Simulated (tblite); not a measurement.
# C15H10N2: the cost of one run

Computed with tblite 0.8.0 and PySCF 2.14.0 and routines of our own; the level stands in each step. Atoms count from 0.

## 1. The system as given

27 atoms, charge 0, multiplicity 1; geometry from: force field or distance geometry start.

## 2. Geometry optimisation with GFN2-xTB

The job: settings as JSON, then the geometry in Å.

```
{"job": {"kind": "relax", "xc": "GFN2-xTB", "basis": "xTB"}, "charge": 0, "multiplicity": 1}
N     -4.417200    -2.533500    -0.668700
C     -3.352900    -2.124400    -0.523300
C     -2.011500    -1.630300    -0.296900
C     -0.971900    -2.486700    -0.157400
C      0.299400    -1.966100     0.063500
C      0.460300    -0.580800     0.097900
N      1.797500    -0.123100     0.310000
C      2.814300    -0.470800    -0.528600
C      3.997800     0.086800    -0.107300
C      3.655200     0.802500     1.044800
C      2.286400     0.657400     1.288100
C     -0.606700     0.274900    -0.052200
C     -0.399100     1.648000     0.007300
C     -1.479000     2.490200    -0.163400
C     -2.762300     2.006900    -0.363800
C     -2.953700     0.616700    -0.402200
C     -1.865000    -0.250600    -0.254300
H     -1.105000    -3.589200    -0.184300
H      1.158400    -2.619200     0.186600
H      2.694400    -1.113500    -1.416200
H      4.926400    -0.023400    -0.592300
H      4.379800     1.371100     1.620500
H      1.754700     1.109900     2.127400
H      0.594900     2.049000     0.156800
H     -1.358600     3.580800    -0.123400
H     -3.622300     2.649100    -0.483700
H     -3.934400     0.194600    -0.572800
```

Launch:

```
$ OMP_NUM_THREADS=2 python excited_run.py task.json out
```

One launch serves the whole session: the jobs run in the order shown.

**Question.** How long does this first job take on 2 threads of Intel Xeon at 2.50GHz, shared host, and how much memory does it need?

About 14 s, with a peak of 0.18 GiB.
